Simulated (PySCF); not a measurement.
# B3H7N2: the cost of one run

Programs: PySCF 2.14.0, with density-fitted response routines of our own. Each step states its level of theory. These are calculated values for one molecule in the gas phase, unless marked as measured. Atoms are numbered from 0 throughout.

## Step 1: The molecule as given

12 atoms, charge 0, multiplicity 1; geometry from: GFN2-xTB. The atoms were then displaced at random by about 0.01 Å, so the start is not that level's minimum.

Bonds of the start (Å): B0–N1 1.43, N1–B2 1.43, N1–B3 1.51, B3–N4 1.36, B0–H5 1.14, B0–H6 1.18, B2–H7 1.19, B2–H8 1.16, B3–H9 1.15, N4–H10 1.02, N4–H11 1.01.

## Step 2: Optimising the geometry at PBE0-D3(BJ)/def2-SVP

The job: settings as JSON, then the geometry in Å.

```
{"job": {"xc": "PBE0", "basis": "def2-SVP", "d3": "d3bj", "grid": 1, "shake": 0.01, "kind": "geom"}, "charge": 0, "multiplicity": 1}
B     -0.989110    -1.122180     0.494720
N     -0.490400     0.106480    -0.039240
B     -1.355540     1.202770    -0.359990
B      0.990270     0.258420    -0.294450
N      1.874370    -0.330690     0.551590
H     -0.305910    -2.009530     0.679680
H     -2.146060    -1.192660     0.711080
H     -0.871300     2.170760    -0.857170
H     -2.477420     1.152500    -0.074040
H      1.335480     0.881810    -1.192700
H      1.596480    -0.881450     1.365970
H      2.878820    -0.264500     0.446820
```

Run with:

```console
OMP_NUM_THREADS=1 python probes_run.py task.json out
```

This one command runs all jobs of the session in turn.

Q: Estimate the wall time and peak memory of this first job on 1 thread of Arm Neoverse V2, shared host.

About 35 s, with a peak of 0.43 GiB.
